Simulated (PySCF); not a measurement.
# Re²⁺: excitation energies in aug-cc-pVTZ-PP with ECP60

Each state of rhenium is computed at each level; their differences give the excitation energy. How far do the methods differ?

The numbers are computed with PySCF 2.14.0 (unrestricted determinants in a Gaussian basis, no spin-orbit coupling in the energies), except any that are marked as measured or tabulated.

## Step 1: Starting point

* Element: rhenium (Z = 75)
* Basis: aug-cc-pVTZ-PP with ECP60MDF (6s6p5d3f2g, 88 functions)
* Hamiltonian: a scalar-relativistic core potential
* State 1: Re²⁺: [Xe] 4f14 5d4 6p1, one real determinant (an excited configuration)
* State 2: Re²⁺: [Xe] 4f14 5d4 6s1, high-spin 6D determinant (an excited configuration)
* Needed too, but not shown: Re²⁺ [Xe] 4f14 5d5 (6S)
* Methods: UHF, LDA, PBE, PBE0, r2SCAN, wB97X-V, revPBE, BLYP, TPSS, MP2
* Core shells frozen in the correlated runs: valence: 5s2 5p6 (for Re²⁺)

Outer shells as boxes (Hund's rule):

Re2+ [Xe] 4f14 5d4 6p1
```
[Xe] core
4f [↑↓][↑↓][↑↓][↑↓][↑↓][↑↓][↑↓]
5d [↑ ][↑ ][↑ ][↑ ][  ]
6p [↑ ][  ][  ]
```

Re2+ [Xe] 4f14 5d4 6s1
```
[Xe] core
4f [↑↓][↑↓][↑↓][↑↓][↑↓][↑↓][↑↓]
5d [↑ ][↑ ][↑ ][↑ ][  ]
6s [↑ ]
```

One driver process ran all states and methods and kept the integrals in memory. Each run is shown as a PySCF script that sums up its settings (the driver passes frozen orbitals as a list and adds second-order terms of double hybrids); the logs are those of the runs themselves. The driver starts from symmetry-adapted Hartree-Fock orbitals, holds the occupation by maximum overlap and uses a logarithmic radial grid for functionals, so a plain start would take other cycles.

The integrals over 88 functions and the set-up took 2.4 s of CPU time.

## Step 2: Re²⁺ [Xe] 4f14 5d4 6p1: the ladder of methods

UHF:

input.py reads:

```python
from pyscf import gto, scf, dft, mp, cc
import basis_set_exchange as bse
txt = bse.get_basis("aug-cc-pVTZ-PP", elements=["Re"], fmt="nwchem", header=False)
cut = txt.index("\nECP")
mol = gto.M(atom="Re 0 0 0", charge=2, spin=5, symmetry="D2h",
            basis=gto.basis.parse(txt[:cut]),
            ecp={"Re": gto.basis.parse_ecp(txt[cut:])})
mf = scf.UHF(mol)
mf.irrep_nelec = {'Ag': (2, 1), 'B1g': (1, 0), 'B2g': (1, 0), 'B3g': (1, 0), 'B1u': (2, 1), 'B2u': (1, 1), 'B3u': (1, 1)}
mf.kernel()
```

What it wrote:

```text
damping factor = 0
level_shift factor = 0
DIIS = <class 'pyscf.scf.diis.CDIIS'>
diis_start_cycle = 1
diis_space = 10
diis_damp = 0
SCF conv_tol = 1e-09
SCF conv_tol_grad = None
number electrons alpha = 9  beta = 4
cycle= 1 E= -76.6903395550204  delta_E= -0.00361  |g|= 0.0207  |ddm|= 0.036
cycle= 2 E= -76.6904659539053  delta_E= -0.000126  |g|= 0.00421  |ddm|= 0.00702
cycle= 3 E= -76.6904718791569  delta_E= -5.93e-06  |g|= 0.000222  |ddm|= 0.00262
cycle= 4 E= -76.6904719180348  delta_E= -3.89e-08  |g|= 3.12e-05  |ddm|= 0.000804
cycle= 5 E= -76.6904719193533  delta_E= -1.32e-09  |g|= 7.69e-06  |ddm|= 0.000191
cycle= 6 E= -76.6904719194596  delta_E= -1.06e-10  |g|= 9.42e-07  |ddm|= 6.92e-05
converged SCF energy = -76.6904719194596  <S^2> = 8.7531142  2S+1 = 6.001038
```

It used 2.3 s of CPU time after the integrals (shared host).

The occupied shells:

| shell | electrons | mean orbital energy (eV) | spread (eV) | rms radius (bohr) |
| --- | --- | --- | --- | --- |
| 5s α | 1 | -123.92 | 0 | 1.12 |
| 5s β | 1 | -118.51 | 0 | 1.12 |
| 5p α | 3 | -81.832 | 0.988 | 1.29 |
| 5p β | 3 | -74.083 | 1.053 | 1.29 |
| 5d α | 4 | -32.063 | 0.776 | 1.83 |
| 6p α | 1 | -17.774 | 0 | 3.55 |

⟨S²⟩ = 8.753, ⟨L²⟩ = 8.02.

⟨L²⟩ = 8.02 against 12 for a pure F term, so this real determinant mixes terms. Energies and moments cover only the electrons outside the core potential. Spin-orbit coupling, absent here, splits the open shell strongly.

LDA:

input.py differs from the last one in:

```diff
@@ -7,3 +7,3 @@
             ecp={"Re": gto.basis.parse_ecp(txt[cut:])})
-mf = scf.UHF(mol)
+mf = dft.UKS(mol, xc="LDA,VWN")
 mf.irrep_nelec = {'Ag': (2, 1), 'B1g': (1, 0), 'B2g': (1, 0), 'B3g': (1, 0), 'B1u': (2, 1), 'B2u': (1, 1), 'B3u': (1, 1)}
```

What it wrote:

```text
damping factor = 0
level_shift factor = 0
DIIS = <class 'pyscf.scf.diis.CDIIS'>
diis_start_cycle = 1
diis_space = 10
diis_damp = 0
SCF conv_tol = 1e-09
SCF conv_tol_grad = None
number electrons alpha = 9  beta = 4
XC functionals = LDA,VWN
    P. A. M. Dirac.,  Math. Proc. Cambridge Philos. Soc. 26, 376 (1930)
    F. Bloch.,  Z. Phys. 57, 545 (1929)
    S. H. Vosko, L. Wilk, and M. Nusair.,  Can. J. Phys. 58, 1200 (1980)
cycle= 1 E= -77.0420039578877  delta_E= -0.00767  |g|= 0.0229  |ddm|= 0.31
cycle= 2 E= -77.0421292919094  delta_E= -0.000125  |g|= 0.0117  |ddm|= 0.0554
cycle= 3 E= -77.0421749595237  delta_E= -4.57e-05  |g|= 0.000848  |ddm|= 0.0117
cycle= 4 E= -77.0421751823771  delta_E= -2.23e-07  |g|= 3.16e-05  |ddm|= 0.00144
cycle= 5 E= -77.042175182797  delta_E= -4.2e-10  |g|= 2.25e-06  |ddm|= 0.00019
converged SCF energy = -77.042175182797  <S^2> = 8.7502576  2S+1 = 6.0000859
```

It used 1.2 s of CPU time after the integrals (shared host).

PBE:

input.py differs from the last one in:

```diff
@@ -7,3 +7,3 @@
             ecp={"Re": gto.basis.parse_ecp(txt[cut:])})
-mf = dft.UKS(mol, xc="LDA,VWN")
+mf = dft.UKS(mol, xc="PBE")
 mf.irrep_nelec = {'Ag': (2, 1), 'B1g': (1, 0), 'B2g': (1, 0), 'B3g': (1, 0), 'B1u': (2, 1), 'B2u': (1, 1), 'B3u': (1, 1)}
```

What it wrote:

```text
damping factor = 0
level_shift factor = 0
DIIS = <class 'pyscf.scf.diis.CDIIS'>
diis_start_cycle = 1
diis_space = 10
diis_damp = 0
SCF conv_tol = 1e-09
SCF conv_tol_grad = None
number electrons alpha = 9  beta = 4
XC functionals = PBE
    J. P. Perdew, K. Burke, and M. Ernzerhof.,  Phys. Rev. Lett. 77, 3865 (1996)
    J. P. Perdew, K. Burke, and M. Ernzerhof.,  Phys. Rev. Lett. 78, 1396 (1997)
    J. P. Perdew, K. Burke, and M. Ernzerhof.,  Phys. Rev. Lett. 77, 3865 (1996)
    J. P. Perdew, K. Burke, and M. Ernzerhof.,  Phys. Rev. Lett. 78, 1396 (1997)
cycle= 1 E= -77.2553901535069  delta_E= -0.00615  |g|= 0.0142  |ddm|=  0.3
cycle= 2 E= -77.2554425286459  delta_E= -5.24e-05  |g|= 0.00473  |ddm|= 0.0369
cycle= 3 E= -77.2554494297749  delta_E= -6.9e-06  |g|= 0.000838  |ddm|= 0.00823
cycle= 4 E= -77.2554496879869  delta_E= -2.58e-07  |g|= 6.68e-05  |ddm|= 0.000892
cycle= 5 E= -77.2554496897184  delta_E= -1.73e-09  |g|= 3.15e-06  |ddm|= 0.000332
cycle= 6 E= -77.2554496897242  delta_E= -5.78e-12  |g|= 3.03e-07  |ddm|= 1.61e-05
converged SCF energy = -77.2554496897242  <S^2> = 8.7506898  2S+1 = 6.0002299
```

CPU time 2 s on a shared host, the integrals not counted.

PBE0:

input.py differs from the last one in:

```diff
@@ -7,3 +7,3 @@
             ecp={"Re": gto.basis.parse_ecp(txt[cut:])})
-mf = dft.UKS(mol, xc="PBE")
+mf = dft.UKS(mol, xc="PBE0")
 mf.irrep_nelec = {'Ag': (2, 1), 'B1g': (1, 0), 'B2g': (1, 0), 'B3g': (1, 0), 'B1u': (2, 1), 'B2u': (1, 1), 'B3u': (1, 1)}
```

What it wrote:

```text
damping factor = 0
level_shift factor = 0
DIIS = <class 'pyscf.scf.diis.CDIIS'>
diis_start_cycle = 1
diis_space = 10
diis_damp = 0
SCF conv_tol = 1e-09
SCF conv_tol_grad = None
number electrons alpha = 9  beta = 4
XC functionals = PBE0
    C. Adamo and V. Barone.,  J. Chem. Phys. 110, 6158 (1999)
    M. Ernzerhof and G. E. Scuseria.,  J. Chem. Phys. 110, 5029 (1999)
cycle= 1 E= -77.2272749389039  delta_E= -0.00401  |g|= 0.0123  |ddm|= 0.213
cycle= 2 E= -77.2273427700368  delta_E= -6.78e-05  |g|= 0.00339  |ddm|= 0.0481
cycle= 3 E= -77.227346966541  delta_E= -4.2e-06  |g|= 0.000713  |ddm|= 0.011
cycle= 4 E= -77.2273472197292  delta_E= -2.53e-07  |g|= 7.44e-05  |ddm|= 0.00303
cycle= 5 E= -77.2273472233118  delta_E= -3.58e-09  |g|= 5.75e-06  |ddm|= 0.000541
cycle= 6 E= -77.2273472233623  delta_E= -5.05e-11  |g|= 2.7e-07  |ddm|= 7.04e-05
converged SCF energy = -77.2273472233623  <S^2> = 8.7510626  2S+1 = 6.0003542
```

CPU time 2.6 s on a shared host, the integrals not counted.

r2SCAN:

input.py differs from the last one in:

```diff
@@ -7,3 +7,3 @@
             ecp={"Re": gto.basis.parse_ecp(txt[cut:])})
-mf = dft.UKS(mol, xc="PBE0")
+mf = dft.UKS(mol, xc="R2SCAN")
 mf.irrep_nelec = {'Ag': (2, 1), 'B1g': (1, 0), 'B2g': (1, 0), 'B3g': (1, 0), 'B1u': (2, 1), 'B2u': (1, 1), 'B3u': (1, 1)}
```

What it wrote:

```text
damping factor = 0
level_shift factor = 0
DIIS = <class 'pyscf.scf.diis.CDIIS'>
diis_start_cycle = 1
diis_space = 10
diis_damp = 0
SCF conv_tol = 1e-09
SCF conv_tol_grad = None
number electrons alpha = 9  beta = 4
XC functionals = R2SCAN
    J. W. Furness, A. D. Kaplan, J. Ning, J. P. Perdew, and J. Sun.,  J. Phys. Chem. Lett. 11, 8208-8215 (2020)
    J. W. Furness, A. D. Kaplan, J. Ning, J. P. Perdew, and J. Sun.,  J. Phys. Chem. Lett. 11, 9248-9248 (2020)
    J. W. Furness, A. D. Kaplan, J. Ning, J. P. Perdew, and J. Sun.,  J. Phys. Chem. Lett. 11, 8208-8215 (2020)
    J. W. Furness, A. D. Kaplan, J. Ning, J. P. Perdew, and J. Sun.,  J. Phys. Chem. Lett. 11, 9248-9248 (2020)
cycle= 1 E= -77.2719952455334  delta_E= -0.00494  |g|= 0.0169  |ddm|= 0.219
cycle= 2 E= -77.2720995731125  delta_E= -0.000104  |g|= 0.00653  |ddm|= 0.0577
cycle= 3 E= -77.2721143487571  delta_E= -1.48e-05  |g|= 0.000822  |ddm|= 0.0142
cycle= 4 E= -77.2721147228028  delta_E= -3.74e-07  |g|= 0.000101  |ddm|= 0.00429
cycle= 5 E= -77.2721147285862  delta_E= -5.78e-09  |g|= 6.25e-06  |ddm|= 0.0007
cycle= 6 E= -77.2721147286405  delta_E= -5.43e-11  |g|= 3.37e-07  |ddm|= 6.89e-05
converged SCF energy = -77.2721147286405  <S^2> = 8.7513867  2S+1 = 6.0004622
```

CPU time 4.3 s on a shared host, the integrals not counted.

wB97X-V:

input.py differs from the last one in:

```diff
@@ -7,3 +7,3 @@
             ecp={"Re": gto.basis.parse_ecp(txt[cut:])})
-mf = dft.UKS(mol, xc="R2SCAN")
+mf = dft.UKS(mol, xc="WB97X_V")
 mf.irrep_nelec = {'Ag': (2, 1), 'B1g': (1, 0), 'B2g': (1, 0), 'B3g': (1, 0), 'B1u': (2, 1), 'B2u': (1, 1), 'B3u': (1, 1)}
```

What it wrote:

```text
damping factor = 0
level_shift factor = 0
DIIS = <class 'pyscf.scf.diis.CDIIS'>
diis_start_cycle = 1
diis_space = 10
diis_damp = 0
SCF conv_tol = 1e-09
SCF conv_tol_grad = None
number electrons alpha = 9  beta = 4
XC functionals = WB97X_V
    N. Mardirossian and M. Head-Gordon.,  Phys. Chem. Chem. Phys. 16, 9904-9924 (2014)
NLC functional = WB97X_V
cycle= 1 E= -77.1872195064763  delta_E= -0.0038  |g|= 0.0159  |ddm|= 0.137
cycle= 2 E= -77.1873894625825  delta_E= -0.00017  |g|= 0.00429  |ddm|= 0.0637
cycle= 3 E= -77.1874050599653  delta_E= -1.56e-05  |g|= 0.00121  |ddm|= 0.0239
cycle= 4 E= -77.1874071490575  delta_E= -2.09e-06  |g|= 0.000213  |ddm|= 0.0112
cycle= 5 E= -77.187407245081  delta_E= -9.6e-08  |g|= 1.7e-05  |ddm|= 0.00285
cycle= 6 E= -77.1874072455566  delta_E= -4.76e-10  |g|= 3.18e-06  |ddm|= 8.74e-05
converged SCF energy = -77.1874072455566  <S^2> = 8.7507262  2S+1 = 6.0002421
```

CPU time 6.6 s on a shared host, the integrals not counted.

revPBE:

input.py differs from the last one in:

```diff
@@ -7,3 +7,3 @@
             ecp={"Re": gto.basis.parse_ecp(txt[cut:])})
-mf = dft.UKS(mol, xc="WB97X_V")
+mf = dft.UKS(mol, xc="PBE_R,PBE")
 mf.irrep_nelec = {'Ag': (2, 1), 'B1g': (1, 0), 'B2g': (1, 0), 'B3g': (1, 0), 'B1u': (2, 1), 'B2u': (1, 1), 'B3u': (1, 1)}
```

What it wrote:

```text
damping factor = 0
level_shift factor = 0
DIIS = <class 'pyscf.scf.diis.CDIIS'>
diis_start_cycle = 1
diis_space = 10
diis_damp = 0
SCF conv_tol = 1e-09
SCF conv_tol_grad = None
number electrons alpha = 9  beta = 4
XC functionals = PBE_R,PBE
    Y. Zhang and W. Yang.,  Phys. Rev. Lett. 80, 890 (1998)
    J. P. Perdew, K. Burke, and M. Ernzerhof.,  Phys. Rev. Lett. 77, 3865 (1996)
    J. P. Perdew, K. Burke, and M. Ernzerhof.,  Phys. Rev. Lett. 78, 1396 (1997)
cycle= 1 E= -77.3046837186645  delta_E= -0.00613  |g|= 0.0173  |ddm|= 0.321
cycle= 2 E= -77.304760684187  delta_E= -7.7e-05  |g|= 0.00723  |ddm|= 0.0436
cycle= 3 E= -77.3047779261413  delta_E= -1.72e-05  |g|= 0.000874  |ddm|= 0.0118
cycle= 4 E= -77.3047782172512  delta_E= -2.91e-07  |g|= 7.22e-05  |ddm|= 0.00141
cycle= 5 E= -77.3047782197058  delta_E= -2.45e-09  |g|= 3.53e-06  |ddm|= 0.000495
cycle= 6 E= -77.304778219715  delta_E= -9.21e-12  |g|= 4.43e-07  |ddm|= 2.69e-05
converged SCF energy = -77.304778219715  <S^2> = 8.7508166  2S+1 = 6.0002722
```

It used 2.3 s of CPU time after the integrals (shared host).

BLYP:

input.py differs from the last one in:

```diff
@@ -7,3 +7,3 @@
             ecp={"Re": gto.basis.parse_ecp(txt[cut:])})
-mf = dft.UKS(mol, xc="PBE_R,PBE")
+mf = dft.UKS(mol, xc="BLYP")
 mf.irrep_nelec = {'Ag': (2, 1), 'B1g': (1, 0), 'B2g': (1, 0), 'B3g': (1, 0), 'B1u': (2, 1), 'B2u': (1, 1), 'B3u': (1, 1)}
```

What it wrote:

```text
damping factor = 0
level_shift factor = 0
DIIS = <class 'pyscf.scf.diis.CDIIS'>
diis_start_cycle = 1
diis_space = 10
diis_damp = 0
SCF conv_tol = 1e-09
SCF conv_tol_grad = None
number electrons alpha = 9  beta = 4
XC functionals = BLYP
    A. D. Becke.,  Phys. Rev. A 38, 3098 (1988)
    C. Lee, W. Yang, and R. G. Parr.,  Phys. Rev. B 37, 785 (1988)
    B. Miehlich, A. Savin, H. Stoll, and H. Preuss.,  Chem. Phys. Lett. 157, 200 (1989)
cycle= 1 E= -77.2098336557359  delta_E= -0.00706  |g|= 0.0155  |ddm|= 0.307
cycle= 2 E= -77.2098920163904  delta_E= -5.84e-05  |g|= 0.00588  |ddm|= 0.0397
cycle= 3 E= -77.2099028419972  delta_E= -1.08e-05  |g|= 0.000946  |ddm|= 0.00849
cycle= 4 E= -77.2099031639116  delta_E= -3.22e-07  |g|= 6.54e-05  |ddm|= 0.000948
cycle= 5 E= -77.2099031653522  delta_E= -1.44e-09  |g|= 4.03e-06  |ddm|= 0.00024
cycle= 6 E= -77.2099031653605  delta_E= -8.33e-12  |g|= 2.72e-07  |ddm|= 1.15e-05
converged SCF energy = -77.2099031653605  <S^2> = 8.7503747  2S+1 = 6.0001249
```

CPU time 2.2 s on a shared host, the integrals not counted.

TPSS:

input.py differs from the last one in:

```diff
@@ -7,3 +7,3 @@
             ecp={"Re": gto.basis.parse_ecp(txt[cut:])})
-mf = dft.UKS(mol, xc="BLYP")
+mf = dft.UKS(mol, xc="TPSS")
 mf.irrep_nelec = {'Ag': (2, 1), 'B1g': (1, 0), 'B2g': (1, 0), 'B3g': (1, 0), 'B1u': (2, 1), 'B2u': (1, 1), 'B3u': (1, 1)}
```

What it wrote:

```text
damping factor = 0
level_shift factor = 0
DIIS = <class 'pyscf.scf.diis.CDIIS'>
diis_start_cycle = 1
diis_space = 10
diis_damp = 0
SCF conv_tol = 1e-09
SCF conv_tol_grad = None
number electrons alpha = 9  beta = 4
XC functionals = TPSS
    J. Tao, J. P. Perdew, V. N. Staroverov, and G. E. Scuseria.,  Phys. Rev. Lett. 91, 146401 (2003)
    J. P. Perdew, J. Tao, V. N. Staroverov, and G. E. Scuseria.,  J. Chem. Phys. 120, 6898 (2004)
    J. Tao, J. P. Perdew, V. N. Staroverov, and G. E. Scuseria.,  Phys. Rev. Lett. 91, 146401 (2003)
    J. P. Perdew, J. Tao, V. N. Staroverov, and G. E. Scuseria.,  J. Chem. Phys. 120, 6898 (2004)
cycle= 1 E= -77.2274363467024  delta_E= -0.00544  |g|= 0.014  |ddm|= 0.321
cycle= 2 E= -77.2274944354611  delta_E= -5.81e-05  |g|= 0.0047  |ddm|= 0.0512
cycle= 3 E= -77.2275015488588  delta_E= -7.11e-06  |g|= 0.00087  |ddm|= 0.0103
cycle= 4 E= -77.2275018384783  delta_E= -2.9e-07  |g|= 9.66e-05  |ddm|= 0.00173
cycle= 5 E= -77.2275018423297  delta_E= -3.85e-09  |g|= 2.99e-06  |ddm|= 0.000582
cycle= 6 E= -77.22750184234  delta_E= -1.03e-11  |g|= 3.43e-07  |ddm|= 3.73e-05
converged SCF energy = -77.22750184234  <S^2> = 8.7508199  2S+1 = 6.0002733
```

It used 5 s of CPU time after the integrals (shared host).

## Step 3: Re²⁺ [Xe] 4f14 5d4 6p1, continued

MP2 (valence):

input.py: that of step 2 with these lines changed.

```diff
@@ -7,4 +7,5 @@
             ecp={"Re": gto.basis.parse_ecp(txt[cut:])})
-mf = dft.UKS(mol, xc="TPSS")
+mf = scf.UHF(mol)
 mf.irrep_nelec = {'Ag': (2, 1), 'B1g': (1, 0), 'B2g': (1, 0), 'B3g': (1, 0), 'B1u': (2, 1), 'B2u': (1, 1), 'B3u': (1, 1)}
 mf.kernel()
+mp.UMP2(mf, frozen=4).kernel()
```

This step left no log, only its results.

It used 0.29 s of CPU time after the integrals (shared host).

With 5 electrons correlated, the MP2 correlation energy is -0.04575 hartree (-0.04575 same spin, 0.00000 opposite spin); the SCS form gives -0.01525. Largest pairs of shells: 5d-5d -0.0315, 5d-6p -0.0142, 6p-6p 0.0000.

Radial density 4πr²ρ of Re²⁺ at UHF, the electrons outside the core potential:

| r (bohr) | density | spin density |
| --- | --- | --- |
| 0.138 | 1.03e-05 | 0.000 |
| 0.232 | 0.000527 | 0.000 |
| 0.391 | 0.0662 | 0.005 |
| 0.657 | 3.75 | 0.270 |
| 1.11 | 11.7 | 2.441 |
| 1.86 | 3.79 | 2.273 |
| 3.13 | 0.686 | 0.671 |
| 5.26 | 0.0789 | 0.079 |
| 8.85 | 0.000266 | 0.000 |

(Part 1 of 2 ends here.)
